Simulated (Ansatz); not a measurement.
CsLiCr2Te2S3:

```
CELL_PARAMETERS angstrom
3.67471 -0.00018 -0.00146
0.00068 6.25849 0.00267
0.09970 0.01509 18.87835
ATOMIC_POSITIONS crystal
Cs 0.00702 0.99658 0.60964
Cs 0.50622 0.49563 0.63737
Li 0.49757 0.83290 0.98554
Li 0.99760 0.33501 0.98513
Cr 0.99390 0.00068 0.13453
Cr 0.49393 0.50024 0.13461
Cr 0.00147 0.66940 0.83098
Cr 0.50140 0.16737 0.83340
Te 0.01027 0.59621 0.46271
Te 0.51068 0.22697 0.45459
Te 0.49158 0.83669 0.22777
Te 0.99165 0.33648 0.22784
S 0.99971 0.99979 0.90043
S 0.49974 0.50461 0.89926
S 0.99553 0.66614 0.07188
S 0.49551 0.16656 0.07160
S 0.50316 0.84068 0.76492
S 0.00305 0.32804 0.76778
```

The cell was built by a generator and needn't be a form met in nature.

```yaml
Program: Ansatz 0.2.0
Task: relaxation of cell and atoms
Functional: r2SCAN
Dispersion: D4
Potentials_or_basis: Ansatz PAW
Cutoff: "500 eV (not typed: the program's choice for these potentials)"
k_mesh: 5 × 3 × 1
Occupations: fermi-dirac, width 0.05 eV
Spin: collinear spin, ferromagnetic start
Starting_moments: "[0.0, 0.0, 0.0, 0.0, 3.0, 3.0, 3.0, 3.0, 0.0, 0.0, 0.0, 0.0, 0.0, 0.0, 0.0, 0.0, 0.0, 0.0] μB"
```

At the start: volume 24.12 Å³/atom.

Problem. Where does the relaxation end?

Solution. It ends after 9 steps and the volume is 23.15 Å³/atom (-4.0 %); space group Pm (No. 6, to 0.05 Å); moment 11.70 μB per cell.

The path:
```
step  energy change (eV)  largest force (eV/Å)  volume (Å³)
   1              0.0000                0.3312       434.17
   2             -0.0850                0.1502       419.34
   3             -0.1043                0.0734       413.28
   4             -0.1082                0.1257       417.27
   5             -0.1099                0.0597       417.15
   6             -0.1114                0.0204       416.78
   7             -0.1116                0.0122       416.69
   8             -0.1117                0.0060       416.73
   9             -0.1090                0.0058       416.73
```

Final structure:
```cif
data_structure
_symmetry_space_group_name_H-M 'P 1'
_symmetry_Int_Tables_number 1
_cell_length_a 3.6339
_cell_length_b 6.2889
_cell_length_c 18.2350
_cell_angle_alpha 90.150
_cell_angle_beta 89.978
_cell_angle_gamma 89.996
_cell_volume 416.73
loop_
_atom_site_label
_atom_site_type_symbol
_atom_site_fract_x
_atom_site_fract_y
_atom_site_fract_z
_atom_site_occupancy
Cs1 Cs 0.00051 0.99690 0.60482 1
Cs2 Cs 0.50041 0.49625 0.62917 1
Li1 Li 0.49990 0.83386 0.99025 1
Li2 Li 0.99985 0.33583 0.99008 1
Cr1 Cr 0.99959 0.00106 0.14299 1
Cr2 Cr 0.49960 0.50132 0.14286 1
Cr3 Cr 0.00016 0.66808 0.82907 1
Cr4 Cr 0.50015 0.16594 0.83138 1
Te1 Te 0.00022 0.59523 0.44902 1
Te2 Te 0.50060 0.23597 0.44047 1
Te3 Te 0.49944 0.83375 0.23908 1
Te4 Te 0.99946 0.33393 0.23800 1
S1 S 0.00001 0.99841 0.90069 1
S2 S 0.50001 0.50316 0.89956 1
S3 S 0.99975 0.66711 0.07540 1
S4 S 0.49975 0.16700 0.07538 1
S5 S 0.50031 0.83948 0.75945 1
S6 S 0.00027 0.32669 0.76230 1
```

Caveat: the magnetic or orbital state may not be the lowest; the plane-wave basis is chosen anew once the cell has moved, so the energies of steps on either side of that aren't comparable; only a ferromagnetic start was run, and an antiferromagnetic order may lie lower in energy; pairwise dispersion overbinds metals, which lowers pressure and volume; the PAW data sets come from PBE, with cores solved anew for the run's functional, which leaves a small shift of forces and pressure.
